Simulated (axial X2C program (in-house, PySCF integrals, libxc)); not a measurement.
# SrCo: from the state search to constants

Aim: find the lowest determinant of SrCo, scan the bond at several levels and fit the constants, once spin-free and once with spin–orbit coupling.

The runs use an in-house X2C program for linear molecules on PySCF integrals; all-electron X2C, Sr dyall-cv3z, Co dyall-cv3z.

All values are calculated.

### Step 1. Input

File task.json:

```json
{
 "zs": [
  38,
  27
 ],
 "q": 0,
 "bas": [
  "dyall-cv3z",
  "dyall-cv3z"
 ],
 "levels": [
  "PBE0",
  "HF",
  "BHandHLYP"
 ],
 "cc": true,
 "r0": 2.96,
 "thr": -1.0,
 "nmax": 90,
 "npts": 10,
 "nst": 2,
 "ntry": 6
}
```

Keys: zs atomic numbers; q charge; bas basis sets; levels methods (HF also brings MP2); cc coupled cluster on or off; r0 starting distance in Å; thr threshold in hartree for freezing inner shells (an s shell follows its p shell); nmax most natural virtual spinors; npts points asked for on the curve; nst determinants followed; ntry starts of the search.

Command:

```sh
python so2c.py task.json out
```

Spin-free means the one-electron spin-free X2C Hamiltonian; two-component (2c) means X2C with spin–orbit coupling and atomic mean-field two-electron Coulomb and Gaunt terms. Basis: Sr dyall-cv3z contracted to [13s12p8d5f1g], Co dyall-cv3z contracted to [9s10p6d3f2g]; Gaussian nuclei, density fitting. Masses: Sr 87.906 u, Co 58.933 u.

Notation: σ, π±, δ± give the projection m of an orbital's angular momentum (0, ±1, ±2), α and β its spin, Λ and M_S the sums; ω is the projection of a spinor's total angular momentum and Ω the sum. Logs are in hartree.

The results follow Hamiltonian by Hamiltonian and level by level.

### Step 2. Which state to follow

Determinants are compared with PBE0 at 2.960 Å.

Spin-free determinants:

```csv
ΔE (eV),state,open shells
0.00,"M_S = 3/2, Λ = 2","beyond closed shells: 2 × σα, δ+α, δ+β, δ-α"
0.12,"M_S = 1/2, Λ = 2","beyond closed shells: δ+α, δ+β, δ-α"
0.23,"M_S = 3/2, Λ = 3","beyond closed shells: σα, π+α, π+β, π-α, δ+α, δ+β, δ-α"
0.33,"M_S = 1/2, Λ = 3","beyond closed shells: σβ, π+α, π+β, π-α, δ+α, δ+β, δ-α"
0.34,"M_S = 3/2, Λ = 0","beyond closed shells: σα, π+α, π-α"
0.43,"M_S = 1/2, Λ = 0","beyond closed shells: σβ, π+α, π-α"
0.64,"M_S = 3/2, Λ = 0","beyond closed shells: σα, δ+α, δ-α"
```

Two-component determinants:

```csv
ΔE (eV),state,open shells
0.00,Ω = 7/2,"excess of +ω over −ω: 2 × ω = 1/2, ω = 5/2"
0.11,Ω = 1/2,"excess of +ω over −ω: 2 × ω = -1/2, ω = 3/2"
0.12,Ω = 5/2,excess of +ω over −ω: ω = 5/2
0.20,Ω = 9/2,"excess of +ω over −ω: ω = 1/2, ω = 3/2, ω = 5/2"
0.23,Ω = 3/2,excess of +ω over −ω: ω = 3/2
0.30,Ω = 7/2,"excess of +ω over −ω: ω = -1/2, ω = 3/2, ω = 5/2"
0.46,Ω = 5/2,"excess of +ω over −ω: 2 × ω = 1/2, ω = 3/2"
```

### Step 3. PBE0, spin-free

State followed: M_S = 3/2, Λ = 2 (beyond closed shells: 2 × σα, δ+α, δ+β, δ-α). The scan is laid around 2.925 Å, a first estimate of the minimum, and this SCF restarts from the orbitals of the search.

Output at 2.925 Å:

```text
spin-free X2C-1e  PBE0
basis functions 241  fitting functions 1281  grid points 5805
iter        total energy     max residual
   1      -4571.843401273     1.23e+00
   2      -4572.048115707     1.62e-02
   3      -4572.048636468     1.33e-02
   4      -4572.048782850     7.63e-03
   5      -4572.048819969     2.58e-03
   6      -4572.048825140     1.14e-04
   7      -4572.048825262     7.46e-05
   8      -4572.048825298     2.25e-05
   9      -4572.048825313     2.79e-05
  10      -4572.048825314     2.23e-06
converged
one-electron -6700.39527282  Coulomb 2108.16466231  exact exchange -40.63494974  xc functional -124.80234828  nuclear repulsion 185.61908322
```

Along the bond, energies from the lowest point:

```tsv
R (Å)	E (eV)	μ (D)	HOMO (eV)	LUMO (eV)	iterations
2.749	0.0436	-1.69	-3.65	-1.83	21
2.837	0.0095	-1.85	-3.69	-1.87	16
2.925	0.0000	-2.01	-3.72	-1.91	10
3.027	0.0135	-2.21	-3.77	-1.95	17
3.130	0.0471	-2.39	-3.81	-2.00	13
3.261	0.1109	-2.60	-3.86	-2.05	15
```

Dipoles are positive if Co is the positive end.

Outer orbitals at the reference distance:

| symmetry | occupied | ε (eV) | atomic character |
| --- | --- | --- | --- |
| π-α | yes | -24.80 | 100% Sr p |
| π+α | yes | -24.80 | 100% Sr p |
| π-β | yes | -24.76 | 100% Sr p |
| π+β | yes | -24.76 | 100% Sr p |
| σα | yes | -24.67 | 98% Sr p |
| σβ | yes | -24.63 | 98% Sr p |
| σα | yes | -7.52 | 98% Co d |
| δ-α | yes | -6.78 | 100% Co d |
| δ+α | yes | -6.78 | 100% Co d |
| π-α | yes | -6.34 | 98% Co d |
| π+α | yes | -6.34 | 98% Co d |
| σα | yes | -5.41 | 56% Co s, 34% Sr s, 4% Sr p |
| π+β | yes | -5.04 | 95% Co d, 3% Sr d |
| σβ | yes | -5.03 | 46% Co s, 37% Sr s, 7% Sr p |
| π-β | yes | -4.81 | 94% Co d, 4% Sr d |
| δ+β | yes | -4.51 | 100% Co d |
| σα | yes | -3.72 | 39% Sr s, 32% Sr p, 12% Co p |
| σβ | no | -1.91 | 37% Sr s, 30% Sr p, 13% Co p |
| π+α | no | -1.17 | 83% Sr p, 15% Co p |
| π-α | no | -1.17 | 83% Sr p, 15% Co p |
| π+β | no | -0.87 | 47% Sr p, 39% Co p, 10% Sr d |

PBE0 fields in the half plane through the axis: z from -2.4 to 5.1 Å across, distance from the axis 0.15 to 2.25 Å upwards; Sr lies at z = 0 and Co at z = 2.925 Å; the ELF is damped to zero where the density is low.

log10 density (e/bohr³). Ten even steps from '0' (-3.95 ) to '9' (1.53 ):
```
11111222221111121111111000
11122222222222222222211100
11222222222222333332222110
12222333333333333333332211
22223344544333344444433211
22233455655443445555443221
22234566766544456776543221
22234568986544456897643321
```

ELF. Ten even steps from '0' (0.01 ) to '9' (0.94 ):
```
58999986432222333222111000
89999753111124554322222100
99996311000135764222233310
99962111210026763211233321
99731136763115642111223332
98411488887213432222222222
98312783238612225777311122
97214866365712115447300112
```

Re = 2.920 Å, ωe = 141.0 cm⁻¹, Be = 0.05604 cm⁻¹, De = 0.855 eV, μ = -2.00 D.

### Step 4. HF, spin-free

Output at 2.925 Å:

```text
spin-free X2C-1e  HF
basis functions 241  fitting functions 1281  grid points 5805
iter        total energy     max residual
   1      -4569.151326247     3.42e-01
   2      -4569.190761579     2.42e-02
   3      -4569.192707849     8.10e-02
   4      -4569.197384102     1.19e-02
   5      -4569.197722586     1.67e-03
   6      -4569.197902039     3.82e-03
   7      -4569.197936774     1.87e-03
   8      -4569.197950106     1.96e-04
   9      -4569.197952622     3.82e-04
  10      -4569.197954324     2.37e-04
  11      -4569.197955303     8.75e-05
  12      -4569.197955962     1.29e-04
  13      -4569.197956242     1.02e-04
  14      -4569.197956326     2.76e-05
  15      -4569.197956343     9.03e-06
  16      -4569.197956347     1.10e-05
  17      -4569.197956349     3.94e-06
  18      -4569.197956349     8.70e-07
converged
one-electron -6700.54619016  Coulomb 2108.49656896  exact exchange -162.76741836  xc functional 0.00000000  nuclear repulsion 185.61908322
```

No constants are quoted: the lowest point is the long end of the scan.

### Step 5. BHandHLYP, spin-free

The SCF at the reference distance of 2.925 Å:

```text
spin-free X2C-1e  BHandHLYP
basis functions 241  fitting functions 1281  grid points 5805
iter        total energy     max residual
   1      -4572.520990037     1.12e-01
   2      -4572.523118539     2.09e-02
   3      -4572.524738765     5.50e-02
   4      -4572.525898862     1.87e-03
   5      -4572.525949482     1.49e-03
   6      -4572.525963775     6.83e-04
   7      -4572.525970991     7.13e-04
   8      -4572.525971755     9.01e-05
   9      -4572.525971944     1.31e-04
  10      -4572.525971977     1.30e-05
  11      -4572.525971982     8.11e-06
converged
one-electron -6701.05172948  Coulomb 2108.89064646  exact exchange -81.31589951  xc functional -84.66807268  nuclear repulsion 185.61908322
```

No constants are quoted: too few points lie around the minimum for a second fit to confirm the first.

### Step 6. MP2 and beyond, spin-free

Correlated methods: 11 electrons correlated (frozen shells, counted by type: Sr 4 s, 3 p, 1 d; Co 3 s, 2 p), 315 virtual spinors in MP2, 90 natural virtuals in coupled cluster.

Output of the correlated part at 2.925 Å:

```text
correlated 11  virtual 315  natural virtual 90  E(MP2) -0.365673965  MP2 remainder -0.024624818
iter   CCSD correlation   residual
   1     -0.301177041   2.31e-01
   2     -0.318139994   1.48e-01
   3     -0.323973638   5.57e-02
   4     -0.324241251   2.79e-02
   5     -0.324715815   1.36e-02
   6     -0.325098174   7.86e-03
   7     -0.325166812   4.03e-03
   8     -0.325091186   2.25e-03
   9     -0.325163752   1.40e-03
  10     -0.325129056   8.60e-04
  11     -0.325139691   5.48e-04
  12     -0.325143708   3.05e-04
  13     -0.325140410   1.88e-04
  14     -0.325140545   1.14e-04
  15     -0.325139776   7.50e-05
  16     -0.325138326   4.24e-05
  17     -0.325138287   2.42e-05
  18     -0.325138368   1.45e-05
  19     -0.325138103   8.88e-06
  20     -0.325138104   4.80e-06
(T) -0.018891755  T1 0.0639  D1 0.1262  max T2 0.075
```

T1 in the output is the amplitude norm over the root of the electron number; divide by √2 for the Lee–Taylor value.

MP2: Re = 2.942 Å, ωe = 143.4 cm⁻¹, Be = 0.05521 cm⁻¹, De = 0.627 eV.

CCSD: Re = 3.019 Å, ωe = 133.4 cm⁻¹, ωexe = 0.262 cm⁻¹, Be = 0.05242 cm⁻¹, De = -0.096 eV. T1 at Re = 0.045 (Lee–Taylor, the printed value over √2).

CCSD(T): Re = 2.959 Å, ωe = 143.9 cm⁻¹, Be = 0.05456 cm⁻¹, De = 0.186 eV. T1 at Re = 0.045 (Lee–Taylor, the printed value over √2).

### Step 7. A higher determinant, spin-free

State: M_S = 1/2, Λ = 2 (beyond closed shells: δ+α, δ+β, δ-α).

Output at the reference distance:

```text
spin-free X2C-1e  PBE0
basis functions 241  fitting functions 1281  grid points 5805
iter        total energy     max residual
   1      -4571.839691610     1.18e+00
   2      -4572.043993394     1.38e-02
   3      -4572.044498443     1.15e-02
   4      -4572.044632410     6.68e-03
   5      -4572.044664603     2.20e-03
   6      -4572.044669064     1.11e-04
   7      -4572.044669134     6.41e-05
   8      -4572.044669147     1.32e-05
   9      -4572.044669149     1.27e-05
converged
one-electron -6700.38646621  Coulomb 2108.15674110  exact exchange -40.63378588  xc functional -124.80024137  nuclear repulsion 185.61908322
```

```tsv
R (Å)	E above the lowest PBE0 point (eV)
2.749	0.147
2.837	0.117
2.925	0.113
3.027	0.133
3.130	0.173
3.261	0.247
```

Re = 2.898 Å, ωe = 146.1 cm⁻¹, Be = 0.0569 cm⁻¹, μ = -2.23 D. ⟨S²⟩ = 1.78 against 0.75 for a pure state, so this determinant mixes spins. Te = 0.11 eV.

### Step 8. The spin-free curves together

Energy (eV) of the followed determinant, spin-free, from each level's lowest point:

```tsv
R (Å)	PBE0	HF	MP2	CCSD	CCSD(T)	BHandHLYP
2.749	0.044	0.365	0.059	0.106	0.070	0.103
2.837	0.009	0.248	0.016	0.045	0.021	0.045
2.925	0.000	0.158	0.000	0.011	0.000	0.013
3.027	0.014	0.083	0.009	0.000	0.004	0.000
3.130	0.047	0.034	0.039	0.013	0.032	0.009
3.261	0.111	0.000	0.102	0.056	0.095	0.042
```

### Step 9. PBE0, 2c

State followed: Ω = 7/2 (excess of +ω over −ω: 2 × ω = 1/2, ω = 5/2). The scan is laid around 2.925 Å, a first estimate of the minimum, and this SCF restarts from the orbitals of the search.

Output at 2.925 Å:

```text
two-component X2C + atomic mean field  PBE0
basis functions 241  fitting functions 1281  grid points 5805
iter        total energy     max residual
   1      -4570.288632815     1.05e+00
   2      -4570.493896312     1.37e-02
   3      -4570.494412714     1.13e-02
   4      -4570.494415112     3.32e-03
   5      -4570.494595541     2.19e-03
   6      -4570.494600226     7.15e-04
   7      -4570.494600915     4.54e-05
   8      -4570.494600940     3.93e-05
   9      -4570.494600954     2.65e-05
  10      -4570.494600958     8.34e-06
converged
one-electron -6696.34740593  Coulomb 2107.32889921  exact exchange -40.61772052  xc functional -124.75024176  nuclear repulsion 185.61908322  atomic mean-field constant -1.72721517
```

Along the bond, energies from the lowest point:

```tsv
R (Å)	E (eV)	μ (D)	HOMO (eV)	LUMO (eV)	iterations
2.749	0.0436	-1.68	-3.65	-1.83	22
2.837	0.0095	-1.85	-3.68	-1.87	16
2.925	0.0000	-2.01	-3.72	-1.91	10
3.027	0.0135	-2.20	-3.77	-1.95	17
3.130	0.0470	-2.38	-3.81	-2.00	13
3.261	0.1108	-2.59	-3.86	-2.05	15
```

Dipoles are positive if Co is the positive end.

Outer spinors at the reference distance:

```csv
ω,occupied,ε (eV),atomic character,λ mixture
-1/2,yes,-25.50,100% Sr p,"73% π, 27% σ"
1/2,yes,-25.48,99% Sr p,"70% π, 30% σ"
3/2,yes,-24.41,100% Sr p,100% π
-3/2,yes,-24.36,100% Sr p,100% π
1/2,yes,-24.30,99% Sr p,"70% σ, 30% π"
-1/2,yes,-24.29,99% Sr p,"73% σ, 27% π"
1/2,yes,-7.52,98% Co d,100% σ
-3/2,yes,-6.85,100% Co d,100% δ
5/2,yes,-6.71,100% Co d,100% δ
-1/2,yes,-6.38,98% Co d,100% π
3/2,yes,-6.31,98% Co d,100% π
1/2,yes,-5.41,"56% Co s, 34% Sr s, 4% Sr p",100% σ
1/2,yes,-5.07,"95% Co d, 3% Sr d",100% π
-1/2,yes,-5.02,"46% Co s, 37% Sr s, 7% Sr p",100% σ
-3/2,yes,-4.77,"94% Co d, 4% Sr d",100% π
3/2,yes,-4.57,100% Co d,100% δ
1/2,yes,-3.72,"39% Sr s, 32% Sr p, 12% Co p",100% σ
-1/2,no,-1.91,"37% Sr s, 30% Sr p, 13% Co p",100% σ
-1/2,no,-1.18,"83% Sr p, 15% Co p",100% π
3/2,no,-1.15,"83% Sr p, 15% Co p",100% π
1/2,no,-0.89,"48% Sr p, 38% Co p, 10% Sr d",100% π
```

PBE0 fields in the half plane through the axis: z from -2.4 to 5.1 Å across, distance from the axis 0.15 to 2.25 Å upwards; Sr lies at z = 0 and Co at z = 2.925 Å; the ELF is damped to zero where the density is low.

log10 density (e/bohr³). Ten even steps from '0' (-3.95 ) to '9' (1.53 ):
```
11111222221111121111111000
11122222222222222222211100
11222222222222333332222110
12222333333333333333332211
22223344544333344444433211
22233455655443445555443221
22234566766544456776543221
22234568986544456897643321
```

ELF. Ten even steps from '0' (0.01 ) to '9' (0.94 ):
```
57999986432222333222111000
89999753111124554322222100
99996311000135764222233310
99962111210026763211233321
99731136763115642111223332
98411488887213432222222222
98312783238612225777311122
97214866365712115447300112
```

Re = 2.920 Å, ωe = 141.0 cm⁻¹, Be = 0.05604 cm⁻¹, De = 0.855 eV, μ = -2.00 D.

### Step 10. HF, 2c

The SCF at the reference distance of 2.925 Å:

```text
two-component X2C + atomic mean field  HF
basis functions 241  fitting functions 1281  grid points 5805
iter        total energy     max residual
   1      -4567.597520754     3.42e-01
   2      -4567.636959536     2.43e-02
   3      -4567.638911842     8.09e-02
   4      -4567.643587533     1.19e-02
   5      -4567.643927690     1.68e-03
   6      -4567.644109466     3.86e-03
   7      -4567.644145145     1.90e-03
   8      -4567.644159260     1.99e-04
   9      -4567.644162152     4.17e-04
  10      -4567.644164308     2.79e-04
  11      -4567.644165641     1.05e-04
  12      -4567.644166591     1.46e-04
  13      -4567.644167031     1.27e-04
  14      -4567.644167192     3.86e-05
  15      -4567.644167250     3.20e-05
  16      -4567.644167286     3.68e-05
  17      -4567.644167317     2.68e-05
  18      -4567.644167341     1.43e-05
  19      -4567.644167357     1.28e-05
  20      -4567.644167366     1.39e-05
  21      -4567.644167370     5.81e-06
  22      -4567.644167371     2.46e-06
converged
one-electron -6696.49519625  Coulomb 2107.65752489  exact exchange -162.69836406  xc functional 0.00000000  nuclear repulsion 185.61908322  atomic mean-field constant -1.72721517
```

No constants are quoted: the lowest point is the long end of the scan.

### Step 11. BHandHLYP, 2c

The SCF at the reference distance of 2.925 Å:

```text
two-component X2C + atomic mean field  BHandHLYP
basis functions 241  fitting functions 1281  grid points 5805
iter        total energy     max residual
   1      -4570.966589481     1.11e-01
   2      -4570.968718679     2.08e-02
   3      -4570.970339742     5.49e-02
   4      -4570.971499452     1.87e-03
   5      -4570.971550436     1.50e-03
   6      -4570.971565061     6.84e-04
   7      -4570.971572668     7.32e-04
   8      -4570.971573539     8.58e-05
   9      -4570.971573807     1.60e-04
  10      -4570.971573893     3.62e-05
  11      -4570.971573934     3.05e-05
  12      -4570.971573961     3.92e-05
  13      -4570.971573973     1.36e-05
  14      -4570.971573976     4.48e-06
converged
one-electron -6697.00360590  Coulomb 2108.05460368  exact exchange -81.28143310  xc functional -84.63300670  nuclear repulsion 185.61908322  atomic mean-field constant -1.72721517
```

No constants are quoted: too few points lie around the minimum for a second fit to confirm the first.

### Step 12. Correlated methods, 2c

Correlated methods: 11 electrons correlated (frozen shells, counted by type: Sr 4 s, 3 p, 1 d; Co 3 s, 2 p), 315 virtual spinors in MP2, 90 natural virtuals in coupled cluster.

Output of the correlated part at 2.925 Å:

```text
correlated 11  virtual 315  natural virtual 90  E(MP2) -0.365511018  MP2 remainder -0.024620741
iter   CCSD correlation   residual
   1     -0.301102430   2.31e-01
   2     -0.318039347   1.48e-01
   3     -0.323869944   5.57e-02
   4     -0.324137145   2.79e-02
   5     -0.324613613   1.36e-02
   6     -0.324995660   7.85e-03
   7     -0.325063860   4.03e-03
   8     -0.324988436   2.25e-03
   9     -0.325060953   1.40e-03
  10     -0.325026258   8.61e-04
  11     -0.325036911   5.49e-04
  12     -0.325040950   3.05e-04
  13     -0.325037631   1.88e-04
  14     -0.325037775   1.15e-04
  15     -0.325037004   7.53e-05
  16     -0.325035555   4.26e-05
  17     -0.325035516   2.44e-05
  18     -0.325035600   1.47e-05
  19     -0.325035334   9.08e-06
  20     -0.325035334   5.00e-06
(T) -0.018864675  T1 0.0639  D1 0.1263  max T2 0.075
```

MP2: Re = 2.942 Å, ωe = 143.5 cm⁻¹, Be = 0.0552 cm⁻¹, De = 0.625 eV.

CCSD: Re = 3.020 Å, ωe = 133.3 cm⁻¹, ωexe = 0.25 cm⁻¹, Be = 0.0524 cm⁻¹, De = -0.097 eV. T1 at Re = 0.045 (Lee–Taylor, the printed value over √2).

CCSD(T): Re = 2.960 Å, ωe = 144.0 cm⁻¹, ωexe = 0.245 cm⁻¹, Be = 0.05454 cm⁻¹, De = 0.184 eV. T1 at Re = 0.045 (Lee–Taylor, the printed value over √2).

### Step 13. A higher determinant, 2c

State: Ω = 1/2 (excess of +ω over −ω: 2 × ω = -1/2, ω = 3/2).

Output at the reference distance:

```text
two-component X2C + atomic mean field  PBE0
basis functions 241  fitting functions 1281  grid points 5805
iter        total energy     max residual
   1      -4570.284515515     1.05e+00
   2      -4570.489762726     1.37e-02
   3      -4570.490285114     1.13e-02
   4      -4570.490431524     6.49e-03
   5      -4570.490468671     2.19e-03
   6      -4570.490473828     9.39e-05
   7      -4570.490473938     6.09e-05
   8      -4570.490473967     2.01e-05
   9      -4570.490473979     2.34e-05
  10      -4570.490473981     1.85e-06
converged
one-electron -6696.32184395  Coulomb 2107.30649878  exact exchange -40.61754818  xc functional -124.74944867  nuclear repulsion 185.61908322  atomic mean-field constant -1.72721517
```

```tsv
R (Å)	E above the lowest PBE0 point (eV)
2.749	0.156
2.837	0.122
2.925	0.112
3.027	0.126
3.130	0.159
3.261	0.223
```

Re = 2.921 Å, ωe = 140.9 cm⁻¹, Be = 0.05602 cm⁻¹, μ = -2.01 D. Te = 0.11 eV.

### Step 14. The 2c curves together

Energy (eV) of the followed determinant, 2c, from each level's lowest point:

```tsv
R (Å)	PBE0	HF	MP2	CCSD	CCSD(T)	BHandHLYP
2.749	0.044	0.365	0.059	0.106	0.070	0.103
2.837	0.009	0.248	0.016	0.045	0.021	0.045
2.925	0.000	0.158	0.000	0.011	0.000	0.013
3.027	0.013	0.083	0.009	0.000	0.004	0.000
3.130	0.047	0.034	0.039	0.013	0.032	0.009
3.261	0.111	0.000	0.101	0.056	0.095	0.042
```

The whole job took 3.5 min on 1 thread of Arm Neoverse V2, shared host; peak memory 0.79 GiB.

### Step 15. What came out

Lowest determinant that the search found at its distance, spin-free: M_S = 3/2, Λ = 2 (beyond closed shells: 2 × σα, δ+α, δ+β, δ-α).

Lowest determinant that the search found at its distance, 2c: Ω = 7/2 (excess of +ω over −ω: 2 × ω = 1/2, ω = 5/2).

| Hamiltonian | level | Re (Å) | ωe (cm⁻¹) | De (eV) | μ (D) |
| --- | --- | --- | --- | --- | --- |
| spin-free | PBE0 | 2.920 | 141.0 | 0.855 | -2.00 |
| spin-free | MP2 | 2.942 | 143.4 | 0.627 | n/a |
| spin-free | CCSD | 3.019 | 133.4 | -0.096 | n/a |
| spin-free | CCSD(T) | 2.959 | 143.9 | 0.186 | n/a |
| 2c | PBE0 | 2.920 | 141.0 | 0.855 | -2.00 |
| 2c | MP2 | 2.942 | 143.5 | 0.625 | n/a |
| 2c | CCSD | 3.020 | 133.3 | -0.097 | n/a |
| 2c | CCSD(T) | 2.960 | 144.0 | 0.184 | n/a |

Dipoles are positive if Co is the positive end. No constants: spin-free HF (the lowest point is the long end of the scan); spin-free BHandHLYP (too few points lie around the minimum for a second fit to confirm the first); 2c HF (the lowest point is the long end of the scan); 2c BHandHLYP (too few points lie around the minimum for a second fit to confirm the first).

Time per point (s) on 1 thread of Arm Neoverse V2, shared host (2c runs; CCSD comes with the CCSD(T) run); the times are rough: PBE0 1.8, MP2 2.3, CCSD(T) 6.8.

**Reading.** At CCSD(T), going from spin-free to two-component changes Re by 0 mÅ, ωe by 0.0 %; the spin-free picture holds up (part of it comes from the scalar share of the two-electron terms). De moves by 0.00 eV; both De rest on single-determinant atoms, which can miss part of an open shell's spin–orbit lowering. De is negative at CCSD: there the minimum lies above the ground-state fragments.

De refers to Sr + Co, each in the lowest determinant found, which need not be this curve's own limit. Each curve is one determinant whose occupation by symmetry is held fixed; it was picked as the lowest of a PBE0 search that is not exhaustive. De is counted from the lowest determinant-based energies of the atoms at the same level, without counterpoise correction. Density functionals use the spin component along the axis (collinear). Coupled cluster ran in a truncated set of natural virtual spinors; the MP2 energy of the rest was added. With several unpaired electrons one determinant need not be a pure state. The spin-free determinant is spin-contaminated at some levels, which hurts MP2 most. With the outer-core shells frozen, correlated bond lengths of heavy atoms tend to come out a few hundredths of an ångström too long. T1 at Re is 0.045 (Lee–Taylor), above the customary mark of 0.02.
